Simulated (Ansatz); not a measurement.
# Ge₂H₈N₂S: one species, many methods

One table from this session's results is given with a row withheld; the runs are named, their logs left out.

Method: functionals in def2-TZVPP, the program's frozen cores in correlated methods; program: Ansatz 0.2.0, Gaussian basis.

Plan: PBE-D4, r2SCAN-D4, PBE0-D4, B3LYP-D4, ωB97X-V, ωB97M-V, B2PLYP; CCSD(T)/def2-TZVPP; MP2/def2-QZVPP; extrapolation to the limit.

## The geometry

The geometry comes from an earlier relaxation with PBE0-D4 in a triple-zeta def2 set; it is a stationary point, not always the lowest conformer.

SMILES `[NH2][GeH2][S][GeH2][NH2]`, 13 atoms, charge 0, spin multiplicity 1.

Atoms are counted from 1 here; the program's logs count them from 0.

Bond lengths: N1–Ge2 1.851 Å, N1–H6 1.012 Å, N1–H7 1.012 Å, Ge2–S3 2.207 Å, Ge2–H8 1.542 Å, Ge2–H9 1.538 Å, S3–Ge4 2.250 Å, Ge4–N5 1.828 Å, Ge4–H10 1.536 Å, Ge4–H11 1.534 Å, N5–H12 1.015 Å, N5–H13 1.011 Å. Angles: Ge2–N1–H6 113.1°, Ge2–N1–H7 113.3°, H6–N1–H7 108.3°, N1–Ge2–S3 107.6°, N1–Ge2–H8 114.4°, N1–Ge2–H9 105.1°, S3–Ge2–H8 106.1°, S3–Ge2–H9 112.1°, H8–Ge2–H9 111.6°, Ge2–S3–Ge4 96.6°, S3–Ge4–N5 114.7°, S3–Ge4–H10 107.2°, S3–Ge4–H11 105.1°, N5–Ge4–H10 107.7°, N5–Ge4–H11 109.0°, H10–Ge4–H11 113.3°, Ge4–N5–H12 109.7°, Ge4–N5–H13 113.4° and more.

The first run:

in.yaml

```yaml
crystal:
  periodic: [false, false, false]
  atoms:
    - {symbol: N, position_ang: [-0.171612, -0.153703, -1.722740]}
    - {symbol: Ge, position_ang: [1.186691, -1.081632, -0.874095]}
    - {symbol: S, position_ang: [0.515736, -1.516656, 1.183030]}
    - {symbol: Ge, position_ang: [-0.041064, 0.594881, 1.725341]}
    - {symbol: N, position_ang: [-1.567399, 1.211610, 0.931202]}
    - {symbol: H, position_ang: [0.140412, 0.340327, -2.549221]}
    - {symbol: H, position_ang: [-0.956580, -0.738739, -1.978892]}
    - {symbol: H, position_ang: [1.522625, -2.444851, -1.510821]}
    - {symbol: H, position_ang: [2.396172, -0.132095, -0.899890]}
    - {symbol: H, position_ang: [1.116346, 1.499254, 1.275449]}
    - {symbol: H, position_ang: [-0.240632, 0.577998, 3.246165]}
    - {symbol: H, position_ang: [-1.496652, 1.102545, -0.075588]}
    - {symbol: H, position_ang: [-2.404053, 0.741062, 1.250060]}
basis:
  gaussian: {orbitals: def2-TZVPP}
hamiltonian: {xc: pbe, dispersion: d4}
output: {forces: true, orbitals: {seedname: orbitals}}
```

Started as:

```bash
ansatz run in.yaml --threads 2 --pin off --events-out ev --progress --plain --max-ram 31744MiB --backend cuda --devices 0, --max-vram 18GiB
```

Among the steps run: PBE-D4 (GGA); r2SCAN-D4 (meta-GGA); PBE0-D4 (hybrid); B3LYP-D4 (hybrid); ωB97X-V (range-separated); ωB97M-V (range-separated); B2PLYP (double hybrid); CCSD(T) in def2-TZVPP; MP2 in def2-QZVPP.

One of the session's tables, all rows but one given; the rest of the session is left out.

```
            method  atomisation energy (kJ/mol)
            PBE-D4                       3990.7
         r2SCAN-D4                       3944.9
           PBE0-D4                       3925.3
          B3LYP-D4                       3945.3
           ωB97X-V                       3994.0
           ωB97M-V                       3954.7
            B2PLYP                       3892.8
     HF/def2-TZVPP                       2666.6
    MP2/def2-TZVPP                       3875.6
   CCSD/def2-TZVPP                            ?
CCSD(T)/def2-TZVPP                       3863.3
           MP2/CBS                       3986.6
       CCSD(T)/CBS                       3974.3
```

**Question.** Estimate the row for CCSD/def2-TZVPP.

**Answer.** atomisation energy (kJ/mol): 3796.0. In the column «atomisation energy (kJ/mol)» it lies between HF/def2-TZVPP (2666.6) and CCSD(T)/def2-TZVPP (3863.3).
